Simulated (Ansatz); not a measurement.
# C5H11NSi: up Jacob's ladder to CCSD(T)

The task here is to estimate one member of a computed series from the others.

Computed with Ansatz 0.2.0, Gaussian basis. Level: functionals in def2-TZVPP, the program's frozen cores in correlated methods.

The runs, in order: LDA (SPW92), PBE-D4, revPBE-D4, BLYP-D4, r2SCAN-D4, B97M-V, PBE0-D4, B3LYP-D4, r2SCANh-D4, r2SCAN0-D4, HSE06-D4, BHLYP-D4, CAM-B3LYP-D4, LC-ωPBE, ωB97X-V, ωB97M-V, B2PLYP, PBE-QIDH; CCSD(T)/def2-SVP; CCSD(T)/def2-TZVPP; MP2/def2-QZVPP; extrapolation to the limit; RPA on PBE.

## The geometry

An earlier PBE0-D4 in a triple-zeta def2 set relaxation fixed the geometry.

SMILES `C=CCN([SiH3])C=C`, 18 atoms, charge 0, spin multiplicity 1.

Atoms are counted from 1 here; the program's logs count them from 0.

Bond lengths: C1–C2 1.323 Å, C1–H8 1.086 Å, C1–H9 1.083 Å, C2–C3 1.499 Å, C2–H10 1.088 Å, C3–N4 1.452 Å, C3–H11 1.098 Å, C3–H12 1.097 Å, N4–Si5 1.732 Å, N4–C6 1.383 Å, Si5–H13 1.483 Å, Si5–H14 1.490 Å, Si5–H15 1.487 Å, C6–C7 1.334 Å, C6–H16 1.087 Å, C7–H17 1.081 Å, C7–H18 1.081 Å. Angles: C2–C1–H8 121.4°, C2–C1–H9 121.7°, H8–C1–H9 116.9°, C1–C2–C3 124.4°, C1–C2–H10 120.0°, C3–C2–H10 115.6°, C2–C3–N4 114.1°, C2–C3–H11 108.7°, C2–C3–H12 110.1°, N4–C3–H11 107.6°, N4–C3–H12 109.5°, H11–C3–H12 106.5°, C3–N4–Si5 118.9°, C3–N4–C6 118.6°, Si5–N4–C6 122.4°, N4–Si5–H13 107.5°, N4–Si5–H14 112.7°, N4–Si5–H15 108.9° and more.

Geometry (Å):

```xyz
18

C     1.0038   -2.4925   -0.4306
C     0.3581   -1.5804    0.2782
C     0.8249   -0.1688    0.4702
N    -0.2181    0.8285    0.3110
Si   -0.9674    1.4898    1.7259
C    -0.6425    1.1437   -0.9675
C    -0.2207    0.6168   -2.1184
H     1.9220   -2.2528   -0.9591
H     0.6425   -3.5107   -0.5117
H    -0.5671   -1.8427    0.7872
H     1.2291   -0.0668    1.4856
H     1.6504    0.0522   -0.2172
H    -1.8023    2.6372    1.2942
H    -1.8245    0.5011    2.4394
H     0.0933    1.9214    2.6747
H    -1.3929    1.9295   -0.9883
H    -0.6219    0.9964   -3.0476
H     0.4958   -0.1905   -2.1740
```

The first run:

in.yaml reads:

```yaml
crystal:
  periodic: [false, false, false]
  atoms:
    - {symbol: C, position_ang: [1.003801, -2.492539, -0.430650]}
    - {symbol: C, position_ang: [0.358059, -1.580366, 0.278227]}
    - {symbol: C, position_ang: [0.824946, -0.168760, 0.470226]}
    - {symbol: N, position_ang: [-0.218055, 0.828492, 0.310952]}
    - {symbol: Si, position_ang: [-0.967366, 1.489829, 1.725867]}
    - {symbol: C, position_ang: [-0.642486, 1.143710, -0.967476]}
    - {symbol: C, position_ang: [-0.220708, 0.616753, -2.118446]}
    - {symbol: H, position_ang: [1.922046, -2.252751, -0.959074]}
    - {symbol: H, position_ang: [0.642468, -3.510730, -0.511708]}
    - {symbol: H, position_ang: [-0.567105, -1.842701, 0.787163]}
    - {symbol: H, position_ang: [1.229083, -0.066800, 1.485612]}
    - {symbol: H, position_ang: [1.650416, 0.052248, -0.217221]}
    - {symbol: H, position_ang: [-1.802324, 2.637184, 1.294183]}
    - {symbol: H, position_ang: [-1.824466, 0.501083, 2.439401]}
    - {symbol: H, position_ang: [0.093317, 1.921367, 2.674683]}
    - {symbol: H, position_ang: [-1.392929, 1.929519, -0.988258]}
    - {symbol: H, position_ang: [-0.621905, 0.996377, -3.047633]}
    - {symbol: H, position_ang: [0.495807, -0.190517, -2.174048]}
basis:
  gaussian: {orbitals: def2-TZVPP}
hamiltonian: {xc: lda}
output: {orbitals: {seedname: orbitals}}
```

On the command line:

```bash
$ ansatz run in.yaml --threads 2 --pin off --events-out ev --progress --plain --max-ram 32768MiB --backend cuda --devices 0, --max-vram 18GiB
```

Steps of the session up to this table: LDA; PBE-D4 (GGA); revPBE-D4 (GGA); BLYP-D4 (GGA); r2SCAN-D4 (meta-GGA); B97M-V (meta-GGA); B3LYP-D4 (hybrid); r2SCANh-D4 (hybrid); r2SCAN0-D4 (hybrid); HSE06-D4 (hybrid); BHLYP-D4 (hybrid); CAM-B3LYP-D4 (range-separated); LC-ωPBE (range-separated); ωB97X-V (range-separated); ωB97M-V (range-separated); B2PLYP (double hybrid); PBE-QIDH (double hybrid).

One table of the session follows, with a row left open; its other results are not shown here.

It belongs to the step «Frontier levels by functional». 

```
  functional  HOMO (eV)  gap (eV)
 LDA (SPW92)      -5.11      3.79
      PBE-D4      -4.93      3.87
   revPBE-D4      -4.87      3.90
     BLYP-D4      -4.78      3.86
   r2SCAN-D4      -5.12      4.30
      B97M-V      -5.20      4.38
     PBE0-D4      -6.01      5.97
    B3LYP-D4      -5.81      5.54
  r2SCANh-D4      -5.53      5.08
  r2SCAN0-D4      -6.15      6.25
    HSE06-D4      -5.62      5.19
    BHLYP-D4      -6.98      7.98
CAM-B3LYP-D4      -7.29      8.36
     LC-ωPBE      -8.60     10.85
     ωB97X-V      -8.26     10.38
     ωB97M-V          ?         ?
```

Estimate the missing values for ωB97M-V.

**Answer.** HOMO (eV): -8.20; gap (eV): 10.07. In the column «HOMO (eV)» it lies between ωB97X-V (-8.26) and CAM-B3LYP-D4 (-7.29).
